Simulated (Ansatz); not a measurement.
# Nb3Sn (Pm-3n): other levels of theory at one geometry

How much do the gap and the pressure of Nb3Sn (Pm-3n) depend on spin–orbit coupling?

Program: Ansatz 0.2.0. Level of theory: DFT at several levels, plane waves, PAW. These are calculated values, not measurements.

## Step 1: The starting structure

Symmetry: Pm-3n, No. 223, cubic system. The conventional cell has a = 5.318 Å, b = 5.318 Å, c = 5.318 Å, α = 90.00°, β = 90.00°, γ = 90.00°. Around Nb (site symmetry -4m2) lie 2 Nb at 2.66 Å and 4 Sn at 2.97 Å. Sn (site symmetry m-3) has 12 Nb at 2.97 Å as nearest neighbours.

As a file:

```cif
data_structure
_symmetry_space_group_name_H-M 'Pm-3n'
_symmetry_Int_Tables_number 223
_cell_length_a 5.3183
_cell_length_b 5.3183
_cell_length_c 5.3183
_cell_angle_alpha 90.000
_cell_angle_beta 90.000
_cell_angle_gamma 90.000
_cell_volume 150.42
loop_
_atom_site_label
_atom_site_type_symbol
_atom_site_symmetry_multiplicity
_atom_site_Wyckoff_symbol
_atom_site_fract_x
_atom_site_fract_y
_atom_site_fract_z
_atom_site_occupancy
Nb1 Nb 6 c 0.25000 0.00000 0.50000 1
Sn1 Sn 2 a 0.00000 0.00000 0.00000 1
```

This cell comes from an earlier session at PBE: 18.803 Å³/atom at 0.00 GPa, on a 6×6×6 mesh, no gap.

Levels to run: PBE+SOC. Hardware: 4 threads of Intel Xeon at 2.50GHz (Skylake/Cascade Lake), shared host.

## Step 2: PBE+SOC

The input, input.yaml:

```yaml
crystal:
  lattice:
    - [5.3182711981, 0.0, 0.0]
    - [0.0, 5.3182711981, 0.0]
    - [0.0, 0.0, 5.3182711981]
  atoms:
    - { symbol: Nb, position: [0.25, 0.0, 0.5] }
    - { symbol: Nb, position: [0.5, 0.75, 0.0] }
    - { symbol: Nb, position: [0.75, 0.0, 0.5] }
    - { symbol: Nb, position: [0.5, 0.25, 0.0] }
    - { symbol: Nb, position: [0.0, 0.5, 0.75] }
    - { symbol: Nb, position: [0.0, 0.5, 0.25] }
    - { symbol: Sn, position: [0.0, 0.0, 0.0] }
    - { symbol: Sn, position: [0.5, 0.5, 0.5] }
basis:
  ecutwfc: 420
  ecutrho_ratio: 4
kpoints:
  mp_grid: { grid: [6, 6, 6] }
hamiltonian:
  xc: pbe
scf:
  occupations: { method: gaussian, width: 0.05 }
output:
  forces: true
  stress: true
  eigenvalues: true
  populations: true
  dos: { projected: true, de: 0.02 }
magnetization:
  noncollinear: true
  spin_orbit: true
```

The run is started by

```sh
ansatz run input.yaml --threads 4 --pin off --max-ram 10240MiB --backend cpu --events-out ev --progress --plain --runs-dir out
```

Q: Predict the outcome of this session. Wanted: for each run, pressure.

**Answer**, as computed:

| level | mesh | gap on the mesh (eV) | pressure (GPa) | time |
| --- | --- | --- | --- | --- |
| PBE | 6×6×6 | metal | 0.0 | 57 s* |
| PBE+SOC | 6×6×6 | metal | 0.0 | 49 s* |

Times are on 4 threads of Intel Xeon at 2.50GHz (Skylake/Cascade Lake), shared host. * Includes bands or densities of states.

Every level gives a metal. Total energies of different levels have different zeros and can't be compared.
